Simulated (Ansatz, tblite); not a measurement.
# SiMe3(NHMe) (C₄H₁₃NSi): charged states by level of theory

What does removing or adding an electron cost or gain for SiMe3(NHMe) (C₄H₁₃NSi)? Each charged state is run at several levels.

Program: Ansatz 0.2.0, Gaussian basis. Level of theory: as each input shows. These are calculated values, not measurements.

The runs, in order: charge +1 doublet, at the geometry of the singlet (PBE0-D4/def2-TZVP, PBE-D4/def2-TZVP, LC-ωPBE/def2-TZVP, CCSD(T)/def2-SVP); charge -1 doublet, at the geometry of the singlet (PBE0-D4/def2-TZVPD, PBE-D4/def2-TZVPD, LC-ωPBE/def2-TZVPD); the starting singlet's energies come from earlier runs.

2 further runs of the same task are left out: 2 set aside as unsound or not needed.

### 1 The structure

The singlet was relaxed beforehand with PBE-D4/def2-SVP.

19 atoms, charge 0, spin multiplicity 1.

Atoms are counted from 1 here; the program's logs count them from 0.

Bond lengths: Si1–C2 1.891 Å, Si1–C6 1.899 Å, Si1–C10 1.889 Å, Si1–N14 1.758 Å, C2–H3 1.109 Å, C2–H4 1.110 Å, C2–H5 1.110 Å, C6–H7 1.110 Å, C6–H8 1.110 Å, C6–H9 1.110 Å, C10–H11 1.110 Å, C10–H12 1.109 Å, C10–H13 1.109 Å, N14–C15 1.451 Å, N14–H16 1.024 Å, C15–H17 1.119 Å, C15–H18 1.110 Å, C15–H19 1.113 Å. Angles: C2–Si1–C6 108.3°, C2–Si1–C10 111.0°, C2–Si1–N14 108.6°, C6–Si1–C10 109.5°, C6–Si1–N14 113.4°, C10–Si1–N14 106.1°, Si1–C2–H3 110.9°, Si1–C2–H4 110.7°, Si1–C2–H5 111.8°, H3–C2–H4 108.3°, H3–C2–H5 107.8°, H4–C2–H5 107.2°, Si1–C6–H7 111.6°, Si1–C6–H8 111.2°, Si1–C6–H9 111.1°, H7–C6–H8 107.8°, H7–C6–H9 107.4°, H8–C6–H9 107.5° and more.

### 2 Charge +1 doublet at the fixed geometry, PBE0-D4/def2-TZVP

The input, in.yaml:

```yaml
crystal:
  periodic: [false, false, false]
  atoms:
    - {symbol: Si, position_ang: [-0.002331, 0.414122, -0.006063]}
    - {symbol: C, position_ang: [0.078565, 0.408318, 1.883306]}
    - {symbol: H, position_ang: [-0.939305, 0.401505, 2.323160]}
    - {symbol: H, position_ang: [0.612684, 1.306831, 2.256024]}
    - {symbol: H, position_ang: [0.621558, -0.479088, 2.269628]}
    - {symbol: C, position_ang: [1.772778, 0.453216, -0.680122]}
    - {symbol: H, position_ang: [2.330472, 1.339420, -0.310340]}
    - {symbol: H, position_ang: [1.780294, 0.486234, -1.789504]}
    - {symbol: H, position_ang: [2.338577, -0.449680, -0.368284]}
    - {symbol: C, position_ang: [-0.949936, 1.921193, -0.638226]}
    - {symbol: H, position_ang: [-0.998028, 1.935062, -1.747201]}
    - {symbol: H, position_ang: [-0.453179, 2.860062, -0.317986]}
    - {symbol: H, position_ang: [-1.988406, 1.933257, -0.249384]}
    - {symbol: N, position_ang: [-0.916470, -0.992216, -0.531369]}
    - {symbol: C, position_ang: [-0.543909, -2.364854, -0.245662]}
    - {symbol: H, position_ang: [-1.414944, -0.890362, -1.419529]}
    - {symbol: H, position_ang: [0.227165, -2.796808, -0.932182]}
    - {symbol: H, position_ang: [-0.130807, -2.442055, 0.782229]}
    - {symbol: H, position_ang: [-1.424789, -3.044178, -0.278505]}
basis:
  gaussian: {orbitals: def2-TZVP}
total_charge: 1
magnetization: {spin_polarized: true, initial_magnetization: 1}
hamiltonian: {xc: pbe0, dispersion: d4}
scf: {omitted_lower_state_checks: [starts]}
output: {orbitals: {seedname: orbitals}}
```

Run with:

```
$ ansatz run in.yaml --threads 4 --pin off --events-out ev --progress --plain --max-ram 4787MiB
```

The log of the run:

```text
Functional definition: PBE0
  name "PBE0"
  cite "Adamo & Barone, J. Chem. Phys. 110, 6158 (1999) doi:10.1063/1.478522"
  cite "Perdew, Burke & Ernzerhof, Phys. Rev. Lett. 77, 3865 (1996) doi:10.1103/PhysRevLett.77.3865"
  parent pbe
  parameter a = 0.25
  parameter kappa = 0.804
  parameter beta = 0.06672455060314922
  exchange = (1 - a)*pbe_x(kappa = kappa, mu = beta*pi^2/3) + a*exact_x
  correlation = pbe_c(beta = beta)
these checks for a lower state are left out or cut short: starts
1715 factors; their error is unknown
mean field evaluation 1: about -13692.1179 eV, gradient 6.9e1 eV
mean field evaluation 2: about -13687.6644 eV, gradient 7.0e1 eV
mean field evaluation 4: about -13712.9575 eV, gradient 6.0e0 eV
mean field evaluation 8: about -13713.1422 eV, gradient 3.9e-1 eV
mean field evaluation 16: about -13713.1577 eV, gradient 1.9e-3 eV
mean field -13713.15771982 eV, -503.9492510913 hartree, gradient 3.1e-5 eV, S^2 0.757399; 0 other end points of the search recorded, 0 dependent functions left out
reference -13713.15775636 eV, -503.9492524342 hartree; 29, 28 occupied and 241, 242 virtual orbitals, 1715 factors
Total energy: -13713.48229672 eV, -503.9611790722 hartree
Checks for a lower state left out: starts
```

Wall time 21 s (4 threads of Intel Xeon at 2.50GHz, shared host); peak memory 1.1 GiB.

Report: HOMO -12.97 eV, LUMO -10.14 eV (over both spins); ⟨S²⟩ 0.757 (pure: 0.75).

### 3 Charge +1 doublet at the fixed geometry, PBE-D4/def2-TZVP

start.molden holds the orbitals of an earlier run on this state, given as this run's starting guess.

in.yaml: that of step 2 with these lines changed.

```diff
@@ -23,6 +23,6 @@
 basis:
-  gaussian: {orbitals: def2-TZVP}
+  gaussian: {orbitals: def2-TZVP, initial_orbitals: start.molden}
 total_charge: 1
 magnetization: {spin_polarized: true, initial_magnetization: 1}
-hamiltonian: {xc: pbe0, dispersion: d4}
+hamiltonian: {xc: pbe, dispersion: d4}
 scf: {omitted_lower_state_checks: [starts]}
```

Same command.

The log of the run:

```text
Functional definition: PBE
  name "PBE"
  cite "Perdew, Burke & Ernzerhof, Phys. Rev. Lett. 77, 3865 (1996) doi:10.1103/PhysRevLett.77.3865"
  parent pbe
  parameter kappa = 0.804
  parameter beta = 0.06672455060314922
  exchange = pbe_x(kappa = kappa, mu = beta*pi^2/3)
  correlation = pbe_c(beta = beta)
these checks for a lower state are left out or cut short: starts
1699 factors; their error is unknown
mean field evaluation 1: about -13711.4195 eV, gradient 7.7e0 eV
mean field evaluation 2: about -13711.5932 eV, gradient 3.1e-1 eV
mean field evaluation 4: about -13711.5440 eV, gradient 2.0e-2 eV
mean field evaluation 8: about -13711.5440 eV, gradient 2.6e-5 eV
mean field -13711.54397594 eV, -503.8899470976 hartree, gradient 2.6e-5 eV, S^2 0.753299; 0 other end points of the search recorded, 0 dependent functions left out
reference -13711.54402468 eV, -503.8899488885 hartree; 29, 28 occupied and 241, 242 virtual orbitals, 1699 factors
Total energy: -13711.92333867 eV, -503.9038884206 hartree
Checks for a lower state left out: starts
```

It took 12 s on 4 threads of Intel Xeon at 2.50GHz, shared host.

Report: HOMO -11.77 eV, LUMO -10.97 eV (over both spins); ⟨S²⟩ 0.753 (pure: 0.75).

### 4 Charge +1 doublet at the fixed geometry, LC-ωPBE/def2-TZVP

in.yaml: that of step 3 with these lines changed.

```diff
@@ -26,3 +26,3 @@
 magnetization: {spin_polarized: true, initial_magnetization: 1}
-hamiltonian: {xc: pbe, dispersion: d4}
+hamiltonian: {xc: {name: LC-wPBE}}
 scf: {omitted_lower_state_checks: [starts]}
```

Same command.

The log of the run, cut to the lines that bear on the results:

```text
Functional definition: LC-wPBE
  name "LC-wPBE"
  cite "Vydrov & Scuseria, J. Chem. Phys. 125, 234109 (2006) doi:10.1063/1.2409292"
  cite "Heyd & Scuseria, J. Chem. Phys. 120, 7274 (2004) doi:10.1063/1.1668634"
  cite "Ernzerhof & Perdew, J. Chem. Phys. 109, 3313 (1998) doi:10.1063/1.476928"
  cite "Perdew, Burke & Ernzerhof, Phys. Rev. Lett. 77, 3865 (1996) doi:10.1103/PhysRevLett.77.3865"
  parent pbe
[...]
1699 factors; their error is unknown
626 factors; integrals over basis functions are off by at most 1.5e-5 eV
[...]
mean field -13717.56227947 eV, -504.1111156729 hartree, gradient 2.1e-5 eV, S^2 0.757306; 0 other end points of the search recorded, 0 dependent functions left out
reference -13717.56227948 eV, -504.1111156732 hartree; 29, 28 occupied and 241, 242 virtual orbitals, 1699 factors
Total energy: -13717.56227948 eV, -504.1111156732 hartree
Checks for a lower state left out: starts
```

Run time: 17 s. Hardware: 4 threads of Intel Xeon at 2.50GHz, shared host; peak memory 0.76 GiB.

HOMO -15.67 eV, LUMO -7.94 eV (over both spins); ⟨S²⟩ 0.757 (pure: 0.75).

### 5 Charge +1 doublet at the fixed geometry, CCSD(T)/def2-SVP

in.yaml: that of step 4 with these lines changed.

```diff
@@ -23,7 +23,7 @@
 basis:
-  gaussian: {orbitals: def2-TZVP, initial_orbitals: start.molden}
+  gaussian: {orbitals: def2-SVP, initial_orbitals: start.molden}
 total_charge: 1
 magnetization: {spin_polarized: true, initial_magnetization: 1}
-hamiltonian: {xc: {name: LC-wPBE}}
-scf: {omitted_lower_state_checks: [starts]}
+correlation: {method: ccsd_t}
+scf: {omitted_lower_state_checks: [starts, cluster_reference]}
 output: {orbitals: {seedname: orbitals}}
```

Same command.

The log of the run, cut to the lines that bear on the results:

```text
Functional definition: HF
  name "HF"
  cite "Fock, Z. Phys. 61, 126 (1930) doi:10.1007/BF01340294"
  parent pbe
[...]
1577 factors; integrals over basis functions are off by at most 1.3e-3 eV
[...]
mean field -13658.93332667 eV, -501.9565413975 hartree, gradient 1.8e-6 eV, S^2 0.763686; 0 other end points of the search recorded, 0 dependent functions left out
10 core orbitals not correlated: weight in the atoms' cores, before any rotation towards them, 1.000 or more for the frozen orbitals, at most 0.000 for the correlated occupied ones
reference -13658.93332667 eV, -501.9565413975 hartree; 19, 18 occupied and 124, 125 virtual orbitals, 1577 factors
second order -22.11771442 eV of doubles, -0.00000000 eV of singles
cycle   1  -23.79793158 eV  change    -1.7e0 eV  update   1.1e-1
[...]
cycle  13  -24.61543205 eV  change   -1.7e-5 eV  update   3.0e-5
perturbative correction -0.72190144 eV, -0.0265293887 hartree
Total energy: -13684.27066016 eV, -502.8876712291 hartree
Checks for a lower state left out: starts, cluster_reference
```

Wall time 3.4 min (4 threads of Intel Xeon at 2.50GHz, shared host); peak memory 3.6 GiB.

Hartree-Fock HOMO -16.06 eV, LUMO -5.17 eV (over both spins); ⟨S²⟩ 0.764 (pure: 0.75); T1 0.020.

### 6 Vertical ionisation energy

Charged state less starting state, singlet to doublet; the starting state's energies are those of its earlier runs.

Differences are taken before rounding.

```csv
method,vertical ionisation energy (eV),from CCSD(T)/def2-SVP (eV),time
HF/def2-SVP,7.35,-0.89,
PBE-D4/def2-TZVP,8.11,-0.14,18 s
PBE0-D4/def2-TZVP,8.31,+0.07,31 s
LC-ωPBE/def2-TZVP,8.57,+0.33,26 s
MP2/def2-SVP,8.47,+0.23,
CCSD/def2-SVP,8.24,-0.01,
CCSD(T)/def2-SVP,8.24,0,4.2 min
```

Times add the two runs; a level without a time comes out of a correlated run.

Beside −ε(HOMO) of the starting state:

```csv
level,−ε(HOMO) (eV),by difference (eV),mismatch (eV)
PBE-D4/def2-TZVP,5.00,8.11,-3.11
PBE0-D4/def2-TZVP,6.36,8.31,-1.95
LC-ωPBE/def2-TZVP,9.12,8.57,+0.54
```

### 7 Charge -1 doublet at the fixed geometry, PBE0-D4/def2-TZVPD

in.yaml: that of step 5 with these lines changed.

```diff
@@ -23,7 +23,7 @@
 basis:
-  gaussian: {orbitals: def2-SVP, initial_orbitals: start.molden}
-total_charge: 1
+  gaussian: {orbitals: def2-TZVPD}
+total_charge: -1
 magnetization: {spin_polarized: true, initial_magnetization: 1}
-correlation: {method: ccsd_t}
-scf: {omitted_lower_state_checks: [starts, cluster_reference]}
+hamiltonian: {xc: pbe0, dispersion: d4}
+scf: {omitted_lower_state_checks: [starts]}
 output: {orbitals: {seedname: orbitals}}
```

The command is unchanged.

The log of the run, cut to the lines that bear on the results:

```text
Functional definition: PBE0
  name "PBE0"
  cite "Adamo & Barone, J. Chem. Phys. 110, 6158 (1999) doi:10.1063/1.478522"
  cite "Perdew, Burke & Ernzerhof, Phys. Rev. Lett. 77, 3865 (1996) doi:10.1103/PhysRevLett.77.3865"
  parent pbe
[...]
1834 factors; their error is unknown
[...]
mean field -13720.45832923 eV, -504.2175435386 hartree, gradient 2.3e-5 eV, S^2 0.750202; 0 other end points of the search recorded, 0 dependent functions left out
reference -13720.45837562 eV, -504.2175452435 hartree; 30, 29 occupied and 315, 316 virtual orbitals, 1834 factors
Total energy: -13720.86743425 eV, -504.2325778706 hartree
Checks for a lower state left out: starts
```

Wall time 64 s (4 threads of Intel Xeon at 2.50GHz, shared host); peak memory 1.4 GiB.

From the report: HOMO 1.97 eV, LUMO 3.00 eV (over both spins); ⟨S²⟩ 0.750 (pure: 0.75). Doubts: highest occupied level lies above zero.

### 8 Charge -1 doublet at the fixed geometry, PBE-D4/def2-TZVPD

in.yaml: that of step 7 with these lines changed.

```diff
@@ -23,6 +23,6 @@
 basis:
-  gaussian: {orbitals: def2-TZVPD}
+  gaussian: {orbitals: def2-TZVPD, initial_orbitals: start.molden}
 total_charge: -1
 magnetization: {spin_polarized: true, initial_magnetization: 1}
-hamiltonian: {xc: pbe0, dispersion: d4}
+hamiltonian: {xc: pbe, dispersion: d4}
 scf: {omitted_lower_state_checks: [starts]}
```

Launched as before.

The log of the run:

```text
Functional definition: PBE
  name "PBE"
  cite "Perdew, Burke & Ernzerhof, Phys. Rev. Lett. 77, 3865 (1996) doi:10.1103/PhysRevLett.77.3865"
  parent pbe
  parameter kappa = 0.804
  parameter beta = 0.06672455060314922
  exchange = pbe_x(kappa = kappa, mu = beta*pi^2/3)
  correlation = pbe_c(beta = beta)
these checks for a lower state are left out or cut short: starts
1813 factors; their error is unknown
mean field evaluation 1: about -13718.7686 eV, gradient 7.8e0 eV
mean field evaluation 2: about -13718.9011 eV, gradient 1.7e-1 eV
mean field evaluation 4: about -13718.8383 eV, gradient 2.5e-3 eV
mean field evaluation 8: about -13718.8383 eV, gradient 9.0e-6 eV
mean field -13718.83830979 eV, -504.1580089222 hartree, gradient 1.5e-5 eV, S^2 0.750186; 0 other end points of the search recorded, 0 dependent functions left out
reference -13718.83837192 eV, -504.1580112053 hartree; 30, 29 occupied and 315, 316 virtual orbitals, 1813 factors
Total energy: -13719.31577743 eV, -504.1755555343 hartree
Checks for a lower state left out: starts
```

Run time: 25 s. Hardware: 4 threads of Intel Xeon at 2.50GHz, shared host; peak memory 0.69 GiB.

Report: HOMO 2.16 eV, LUMO 2.46 eV (over both spins); ⟨S²⟩ 0.750 (pure: 0.75). Doubts: highest occupied level lies above zero.

### 9 Charge -1 doublet at the fixed geometry, LC-ωPBE/def2-TZVPD

in.yaml: that of step 8 with these lines changed.

```diff
@@ -26,3 +26,3 @@
 magnetization: {spin_polarized: true, initial_magnetization: 1}
-hamiltonian: {xc: pbe, dispersion: d4}
+hamiltonian: {xc: {name: LC-wPBE}}
 scf: {omitted_lower_state_checks: [starts]}
```

Same command.

The log of the run, cut to the lines that bear on the results:

```text
Functional definition: LC-wPBE
  name "LC-wPBE"
  cite "Vydrov & Scuseria, J. Chem. Phys. 125, 234109 (2006) doi:10.1063/1.2409292"
  cite "Heyd & Scuseria, J. Chem. Phys. 120, 7274 (2004) doi:10.1063/1.1668634"
  cite "Ernzerhof & Perdew, J. Chem. Phys. 109, 3313 (1998) doi:10.1063/1.476928"
  cite "Perdew, Burke & Ernzerhof, Phys. Rev. Lett. 77, 3865 (1996) doi:10.1103/PhysRevLett.77.3865"
  parent pbe
[...]
1813 factors; their error is unknown
978 factors; integrals over basis functions are off by at most 5.1e-6 eV
[...]
mean field -13724.71565764 eV, -504.3739974720 hartree, gradient 9.5e-6 eV, S^2 0.750370; 0 other end points of the search recorded, 0 dependent functions left out
reference -13724.71565766 eV, -504.3739974725 hartree; 30, 29 occupied and 315, 316 virtual orbitals, 1813 factors
Total energy: -13724.71565766 eV, -504.3739974725 hartree
Checks for a lower state left out: starts
```

Run time: 98 s. Hardware: 4 threads of Intel Xeon at 2.50GHz, shared host; peak memory 1.6 GiB.

HOMO 1.32 eV, LUMO 4.36 eV (over both spins); ⟨S²⟩ 0.750 (pure: 0.75). Doubts: highest occupied level lies above zero.

### 10 Vertical electron affinity

Starting state less charged state (positive: the electron is bound), singlet to doublet; the starting state's energies are those of its earlier runs.

```csv
level,vertical electron affinity (eV),time
PBE-D4/def2-TZVPD,-0.76,36 s
PBE0-D4/def2-TZVPD,-0.96,77 s
LC-ωPBE/def2-TZVPD,-1.46,1.9 min
```

Times add the two runs; a level without a time comes out of a correlated run.

Beside −ε(LUMO) of the starting state:

```csv
level,−ε(LUMO) (eV),by difference (eV),mismatch (eV)
PBE-D4/def2-TZVPD,0.53,-0.76,+1.29
PBE0-D4/def2-TZVPD,-0.10,-0.96,+0.87
LC-ωPBE/def2-TZVPD,-1.61,-1.46,-0.15
```

### 11 Summary of results

| quantity | value |
| --- | --- |
| vertical ionisation energy, functionals in def2-TZVP | 8.11 (PBE-D4) to 8.57 eV (LC-ωPBE) |
| vertical ionisation energy, CCSD(T)/def2-SVP | 8.24 eV |
| vertical electron affinity, functionals in def2-TZVPD | -1.46 (LC-ωPBE) to -0.76 eV (PBE-D4) |

In words: The vertical ionisation energy spans 8.11 to 8.57 eV over the functionals, beside 8.24 eV from CCSD(T)/def2-SVP. −ε(HOMO) misses the level's own difference by +0.54 eV at best (LC-ωPBE) and -3.11 eV at worst (PBE-D4). The yardstick is in a double-zeta basis, so levels in larger sets aren't compared like for like. The reference is CCSD(T) in one finite basis, so it carries an error of its own, often a tenth of an eV or more, and near misses can't be ranked. The vertical electron affinity spans -1.46 to -0.76 eV over the functionals. A negative affinity means an unbound electron, held by the basis alone. −ε(LUMO) misses the level's own difference by -0.15 eV at best (LC-ωPBE) and +1.29 eV at worst (PBE-D4).
